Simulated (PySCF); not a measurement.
# C5H8Si: geometry, spin-spin couplings

Wanted: the spin-spin couplings of C5H8Si (`C#CC[SiH]1CC1`), by calculation.

Programs: PySCF 2.14.0, with density-fitted response routines of our own. Each step states its level of theory. These are calculated values for one molecule in the gas phase, unless marked as measured. Atoms count from 0, in the outputs and in this text.

### Step 1. The starting structure

14 atoms, charge 0, multiplicity 1; geometry from: GFN2-xTB. The atoms were then displaced at random by about 0.01 Å, so the start is not that level's minimum.

Bonds of the start (Å): C0–C1 1.20, C1–C2 1.45, C2–Si3 1.87, Si3–C4 1.92, C4–C5 1.55, C5–Si3 1.91, C0–H6 1.06, C2–H7 1.08, C2–H8 1.11, Si3–H9 1.46, C4–H10 1.10, C4–H11 1.06, C5–H12 1.09, C5–H13 1.09.

### Step 2. Geometry optimisation at PBE0-D3(BJ)/def2-SVP

The job: settings as JSON, then the geometry in Å.

```
{"job": {"xc": "PBE0", "basis": "def2-SVP", "d3": "d3bj", "grid": 1, "shake": 0.01, "kind": "geom"}, "charge": 0, "multiplicity": 1}
C      3.244280     0.904740     0.313550
C      2.299810     0.158820     0.275860
C      1.169600    -0.752480     0.252000
Si    -0.348190     0.051280     0.981090
C     -2.043560    -0.670420     0.440380
C     -1.703900     0.699120    -0.195150
H      4.044950     1.591910     0.325160
H      1.018280    -1.062330    -0.772510
H      1.456790    -1.633170     0.856540
H     -0.244490     0.642710     2.313740
H     -2.884870    -0.658880     1.144430
H     -2.093670    -1.503250    -0.220040
H     -1.575660     0.693710    -1.272830
H     -2.346560     1.523160     0.110060
```

Run with:

```
> OMP_NUM_THREADS=1 python probes_run.py task.json out
```

One launch serves the whole session: the jobs run in the order shown.

**Question.** This job is followed by: B3LYP/6-31G* indirect spin-spin coupling, non-relativistic, gas phase. What will the session give for the following? point group; rotational constants (main isotopes); largest coupling of the table (B3LYP/6-31G*).

The runs gave:

| quantity | value |
| --- | --- |
| point group | C1 |
| rotational constants (main isotopes) | 8.16, 1.45, 1.38 GHz |
| largest coupling of the table (B3LYP/6-31G*) | 1J(C,H) C0–H6, 239.4 Hz |

What this shows: The start of the PBE0/def2-SVP relaxation was shaken at random by about 0.01 Å, so part of the energy gained, and of the first lengths quoted, undoes that. The optimisation took 5 steps and gained 0.160 eV; among the close pairs (by a distance rule), Si3–C4 changed most, from 1.920 to 1.857 Å. No frequency check was run at this level, so the end point may be a saddle. In the run at B3LYP/6-31G*, the largest coupling of the table is C0–H6, 239.4 Hz, of which the Fermi-contact term gives 240.0 Hz. Couplings across rotatable bonds belong to this one conformer; where others are populated, the observed values are averages. Couplings from bases without tight functions are rough.
